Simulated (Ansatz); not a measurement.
**AsH4NO: how energies converge with the basis set**

Aim: see how fast density functionals converge with the basis set for AsH4NO.

The runs use Ansatz 0.2.0, Gaussian basis; one geometry, several basis sets.

Plan: PBE0-D4/def2-SVP; ωB97M-V/def2-SVP; PBE0-D4/def2-QZVPP; ωB97M-V/def2-QZVPP; the functionals' def2-TZVPP values are taken from earlier runs.

## 1. The geometry

All runs share one geometry, relaxed beforehand with PBE0-D4 in a triple-zeta def2 set.

SMILES `N[AsH]O`, 7 atoms, charge 0, spin multiplicity 1.

Atoms are counted from 1 here; the program's logs count them from 0.

Bond lengths: N1–As2 1.827 Å, N1–H4 1.010 Å, N1–H5 1.011 Å, As2–O3 1.810 Å, As2–H6 1.523 Å, O3–H7 0.961 Å. Angles: As2–N1–H4 113.6°, As2–N1–H5 115.8°, H4–N1–H5 110.1°, N1–As2–O3 103.9°, N1–As2–H6 93.2°, O3–As2–H6 91.7°, As2–O3–H7 108.9°.

## 2. PBE0-D4 in def2-SVP

Contents of in.yaml:

```yaml
crystal:
  periodic: [false, false, false]
  atoms:
    - {symbol: N, position_ang: [-0.886214, 0.769921, -0.484805]}
    - {symbol: As, position_ang: [-0.401007, -0.609164, 0.611166]}
    - {symbol: O, position_ang: [1.352883, -0.861210, 0.240332]}
    - {symbol: H, position_ang: [-1.163803, 0.473118, -1.409158]}
    - {symbol: H, position_ang: [-0.227974, 1.534704, -0.547687]}
    - {symbol: H, position_ang: [-0.067794, 0.318542, 1.772147]}
    - {symbol: H, position_ang: [1.455109, -1.693809, -0.227695]}
basis:
  gaussian: {orbitals: def2-SVP}
hamiltonian: {xc: pbe0, dispersion: d4}
output: {orbitals: {seedname: orbitals}}
```

Run with:

```sh
$ ansatz run in.yaml --threads 2 --pin off --events-out ev --progress --plain --max-ram 4352MiB
```

After this run come: ωB97M-V in def2-SVP; PBE0-D4 in def2-QZVPP; ωB97M-V in def2-QZVPP.

**Question.** What will the summary of the whole plan be? Wanted: PBE0-D4: double and triple zeta above quadruple; ωB97M-V: double and triple zeta above quadruple.

The runs gave:

```
                                       quantity           value
PBE0-D4: double and triple zeta above quadruple  13.77, 1.56 eV
ωB97M-V: double and triple zeta above quadruple  13.86, 1.52 eV
```

For PBE0-D4 the step from double to triple zeta gains 12.21 eV and the next only 1.56 eV. Total energies overstate the basis error of differences, where much of it tends to cancel. The LUMO of ωB97M-V is positive and keeps falling with the basis (2.41 to 1.28 eV): an unbound level that the basis holds in place.
